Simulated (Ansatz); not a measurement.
**BGeHCl (quartet): from Hartree-Fock to the top rungs at a displaced geometry (v1), cc-pVDZ**

The task here is to estimate one member of a computed series from the others.

The runs use Ansatz 0.2.0, Gaussian basis; cc-pVDZ, core rule «outside noble gas», up to 20 orbitals frozen.

The runs, in order: UHF; CCSD(T) on ROHF; CCSD(T) on UHF; BCCD(T) on ROHF; CISD; CCSDT(Q) on ROHF; CCSDT(Q) on UHF.

35 further runs of the same task are left out: 24 that didn't finish, 11 set aside as unsound or not needed.

**The geometry**

The geometry is a PBE0/def2-TZVP stationary point (not a proven minimum) with its atoms shifted at random (size 0.040 Å). No spin-orbit coupling is included. The filled d shell of Ge may be among the frozen orbitals whatever the setting's name suggests; the logs give the count.

4 atoms, charge 0, spin multiplicity 4.

Atoms are counted from 1 here; the program's logs count them from 0.

Bond lengths: B1–Ge2 1.906 Å, Ge2–Cl3 2.184 Å, Ge2–H4 1.531 Å. Angles: B1–Ge2–Cl3 125.9°, B1–Ge2–H4 132.4°, Cl3–Ge2–H4 101.7°.

Set-up of the first run:

File in.yaml:

```yaml
crystal:
  periodic: [false, false, false]
  atoms:
    - {symbol: B, position_ang: [-0.012962, -1.108380, 1.880022]}
    - {symbol: Ge, position_ang: [-0.013795, 0.218586, 0.511964]}
    - {symbol: Cl, position_ang: [0.034169, -0.159555, -1.638123]}
    - {symbol: H, position_ang: [-0.068608, 1.747469, 0.557950]}
basis:
  gaussian: {orbitals: cc-pVDZ}
magnetization: {spin_polarized: true, initial_magnetization: 3}
hamiltonian: {xc: hf}
output: {orbitals: {seedname: orbitals}}
```

Launch:

```console
> ansatz run in.yaml --threads 1 --pin off --events-out ev --progress --plain --max-ram 2393MiB
```

Steps of the session up to this table: UHF; CCSD(T) on ROHF; CCSD(T) on UHF; BCCD(T) on ROHF; CISD; CCSDT(Q) on ROHF; CCSDT(Q) on UHF.

One table of the session follows, with a row left open; its other results are not shown here.

It belongs to the step «Misses and costs». 

| method | from UCCSDT(Q) (meV) |
| --- | --- |
| ROHF | +8024.6 |
| UHF | +7978.3 |
| RMP2 | +1249.8 |
| UMP2 | +1260.2 |
| CISD | +1029.6 |
| RCCSD | +290.6 |
| UCCSD | +287.6 |
| RCCSD(T) | +61.1 |
| UCCSD(T) | +59.1 |
| BCCD(T) | +59.9 |
| RCCSDT | +21.8 |
| UCCSDT | +19.6 |
| RCCSDT(Q) | ? |
| UCCSDT(Q) | 0 |

Q: Estimate the row for RCCSDT(Q) from the others.

The run gave: from UCCSDT(Q) (meV): +3.5. In the column «from UCCSDT(Q) (meV)» it lies between UCCSDT(Q) (0) and UCCSDT (+19.6).

Caveats from the session: Restricted and unrestricted rows rest on different reference determinants; where their highest levels disagree by more than a few hundredths of an eV, they describe different states and don't form one ladder.
